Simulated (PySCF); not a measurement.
# FH7Si3: the cost of one run

Computed with PySCF 2.14.0, with density-fitted response routines of our own, on a single molecule in the gas phase. Atoms are numbered from 0 throughout.

**1. The molecule as given**

11 atoms, charge 0, multiplicity 1; geometry from: GFN2-xTB. The atoms were then displaced at random by about 0.01 Å, so the start is not that level's minimum.

Bonds of the start (Å): F0–Si1 1.63, Si1–Si2 2.32, Si2–Si3 2.27, Si1–H4 1.46, Si1–H5 1.46, Si2–H6 1.48, Si2–H7 1.48, Si3–H8 1.49, Si3–H9 1.45, Si3–H10 1.49.

**2. Optimising the geometry at PBE0-D3(BJ)/def2-SVP**

What the job is given:

```
{"job": {"xc": "PBE0", "basis": "def2-SVP", "d3": "d3bj", "grid": 1, "shake": 0.01, "kind": "geom"}, "charge": 0, "multiplicity": 1}
F      1.729010    -1.518230    -0.963060
Si     1.920980    -0.436510     0.235160
Si     0.010010     0.881840     0.262760
Si    -1.913210    -0.145390    -0.372010
H      3.201390     0.174270    -0.126690
H      2.136100    -1.304060     1.384030
H      0.282710     2.081070    -0.552760
H     -0.076450     1.446290     1.626510
H     -2.397700    -1.104740     0.662250
H     -1.791610    -0.889370    -1.612340
H     -3.063110     0.789010    -0.559520
```

The run is started by

```console
> OMP_NUM_THREADS=1 python probes_run.py task.json out
```

One launch serves the whole session: the jobs run in the order shown.

Q: Estimate the wall time and peak memory of this first job on 1 thread of Arm Neoverse V1, shared host.

About 44 s, with a peak of 0.42 GiB.
